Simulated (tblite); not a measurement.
# GeH7O3Si2: the cost of one run

Programs: tblite 0.8.0 and PySCF 2.14.0. All values are calculated, for the isolated system unless a continuum is named. Atoms count from 0, parts from 1.

## 1. Starting point

13 atoms, charge 0, multiplicity 2; geometry: distance geometry start.

## 2. Geometry optimisation with GFN2-xTB

The job: settings as JSON, then the geometry in Å.

```
{"job": {"kind": "relax", "xc": "GFN2-xTB", "basis": "xTB"}, "charge": 0, "multiplicity": 2}
Si     0.173834     0.341889    -0.708630
O     -1.159163    -0.630813    -1.002003
Si    -2.401757    -0.556089     0.178005
O      0.813264     0.305768     0.867411
Ge     2.492298    -0.271787     0.729727
O      0.143384     1.858003    -1.452571
H     -2.091547    -1.416443     1.334878
H     -3.621480    -1.092081    -0.467461
H     -2.552505     0.827672     0.604403
H      3.461512     0.611405     1.508694
H      2.857455    -0.271416    -0.793016
H      2.520770    -1.697237     1.248191
H     -0.635089     1.985462    -2.084049
```

With the program's defaults for keys left out, this is: GFN2-xTB geometry optimisation, gas phase.

Launch:

```console
OMP_NUM_THREADS=1 python cluster_run.py task.json out
```

One launch serves the whole session: the jobs run in the order shown.

Q: Estimate the wall time of this first job on 1 thread of Arm Neoverse V2, shared host.

About 4.1 s.
